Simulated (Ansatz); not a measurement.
# TaVN2 in Ansatz: the effect of fixed moment

TaVN2:

```
Ta V N
1.0
     3.04987    0.00000    0.00000
     0.00000    3.04987    0.00000
     0.00000    0.00000    4.29606
Ta V N
1 1 2
Direct
  0.00000 0.00000 0.00000
  0.50000 0.50000 0.50000
  0.50000 0.50000 0.00000
  0.00000 0.00000 0.50000
```

The cell comes from a database or a generator and needn't be the stable form of this composition.

Alike in all runs:

| Item | Value |
| --- | --- |
| Program | Ansatz 0.2.0 |
| Task | single point |
| Functional | PBEsol |
| Potentials or basis | Ansatz PAW |
| Cutoff | 420 eV (not typed: the program's choice for these potentials) |
| k mesh | 7 × 7 × 5 |
| Occupations | fermi-dirac, width 0.05 eV |

```tsv
fixed moment	spin	starting moments	energy over the lowest run (meV/atom)	pressure (GPa)
0	collinear spin, program default start	-	0.0	-12.7
0.5	collinear spin, ferromagnetic start	[0.0, 0.5, 0.0, 0.0] μB	4.1	-12.0
1	collinear spin, ferromagnetic start	[0.0, 1.0, 0.0, 0.0] μB	8.3	-10.5
1.5	collinear spin, ferromagnetic start	[0.0, 1.5, 0.0, 0.0] μB	15.7	-8.8
2	collinear spin, ferromagnetic start	[0.0, 2.0, 0.0, 0.0] μB	?	?
2.5	collinear spin, ferromagnetic start	[0.0, 2.5, 0.0, 0.0] μB	80.1	-3.8
3	collinear spin, ferromagnetic start	[0.0, 3.0, 0.0, 0.0] μB	160.3	-0.4
4	collinear spin, ferromagnetic start	[0.0, 4.0, 0.0, 0.0] μB	514.9	9.1
```

Problem. What does the run with fixed moment 2 give?

Solution. Energy over the lowest run 34.6 meV/atom; pressure -6.6 GPa.

Worked out: A parabola through the other rows of the energy over the lowest run, of slope 114 meV/atom per unit of fixed moment there, gives 32.7 meV/atom, against the run's 34.6. A parabola through the other rows of the pressure, of slope 5.36 GPa per unit of fixed moment there, gives -6.6 GPa, against the run's -6.6.

Caveats: the total moment is fixed, so each spin has its own Fermi level; the PAW data sets come from PBE, with cores solved anew for the run's functional, which leaves a small shift of forces and pressure; the thresholds are loose for stress.
